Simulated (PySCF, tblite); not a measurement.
# C₇H₁₃N: geometry, infrared bands and NMR shifts

Wanted: the infrared bands and NMR shifts of C₇H₁₃N (`CC(C)C(C)(C)C#N`), by calculation.

The runs use tblite 0.8.0 and PySCF 2.14.0, with density-fitted response routines of our own; the level of theory stands in each step. All values are computed, except where a source is named. Atoms are numbered from 0 throughout.

## 1. The molecule as given

21 atoms, charge 0, multiplicity 1; geometry from: force field or distance geometry start.

Bonds of the start (Å): C0–C1 1.55, C1–C2 1.54, C1–C3 1.57, C3–C4 1.55, C3–C5 1.54, C3–C6 1.49, C6–N7 1.17, C0–H8 1.10, C0–H9 1.10, C0–H10 1.09, C1–H11 1.09, C2–H12 1.10, C2–H13 1.09, C2–H14 1.11, C4–H15 1.09, C4–H16 1.09, C4–H17 1.09, C5–H18 1.10, C5–H19 1.09, C5–H20 1.09.

## 2. Optimising the geometry with GFN2-xTB

The job: settings as JSON, then the geometry in Å.

```
{"job": {"kind": "relax", "xc": "GFN2-xTB", "basis": "xTB"}, "charge": 0, "multiplicity": 1}
C      1.665000    -1.083400     0.297300
C      0.704800    -0.121500    -0.457300
C      1.452300     1.200300    -0.682900
C     -0.691000     0.047300     0.232000
C     -1.395500    -1.327900     0.386100
C     -1.612000     0.950000    -0.605200
C     -0.554500     0.638100     1.588600
N     -0.445700     1.105400     2.654700
H      1.246500    -2.093600     0.364300
H      1.867800    -0.730300     1.316600
H      2.608800    -1.168000    -0.233500
H      0.534400    -0.572400    -1.437200
H      1.637100     1.733700     0.261500
H      2.411000     1.027700    -1.180400
H      0.868800     1.875600    -1.340300
H     -1.465100    -1.833800    -0.577100
H     -2.413600    -1.206700     0.768300
H     -0.875500    -1.995300     1.078000
H     -1.245800     1.987300    -0.628700
H     -2.615100     0.993200    -0.177600
H     -1.691600     0.591100    -1.627800
```

On the command line:

```bash
$ OMP_NUM_THREADS=1 python probes_run.py task.json out
```

The driver reads the jobs from task.json and runs them one after another.

**Question.** This job is followed by: GFN2-xTB harmonic vibrations, gas phase; GIAO PBE0/pcSseg-1 NMR shielding, non-relativistic, gas phase. Predict these results of the whole session: strongest single infrared mode (GFN2-xTB); zero-point energy (GFN2-xTB); 13C shifts against TMS (PBE0/pcSseg-1, means over atoms taken as alike); 1H shifts against TMS (PBE0/pcSseg-1, means over atoms taken as alike); 15N shifts against NH3 (PBE0/pcSseg-1).

**Answer**, as computed:

| quantity | value |
| --- | --- |
| strongest single infrared mode (GFN2-xTB) | 2405 cm⁻¹, 164 km/mol |
| zero-point energy (GFN2-xTB) | 116.0 kcal/mol |
| 13C shifts against TMS (PBE0/pcSseg-1, means over atoms taken as alike) | 128.7, 41.5, 35.1, 29.3, 21.1 ppm |
| 1H shifts against TMS (PBE0/pcSseg-1, means over atoms taken as alike) | 1.36, 1.31, 1.20 ppm |
| 15N shifts against NH3 (PBE0/pcSseg-1) | 298.6 ppm |

Over 41 steps the energy fell by 0.147 eV; of the close pairs, C3–C6 changed most, 1.486 to 1.449 Å. No mode is imaginary among the 57: a minimum at this level. The strongest single mode, at 2405 cm⁻¹, moves mainly C6 and N7. Unscaled tight-binding wavenumbers are off by several per cent, some by more. Its intensities can rank the bands wrongly. At PBE0/pcSseg-1: The widest tensor belongs to N7: span 491 ppm, with a paramagnetic part of -373 ppm.
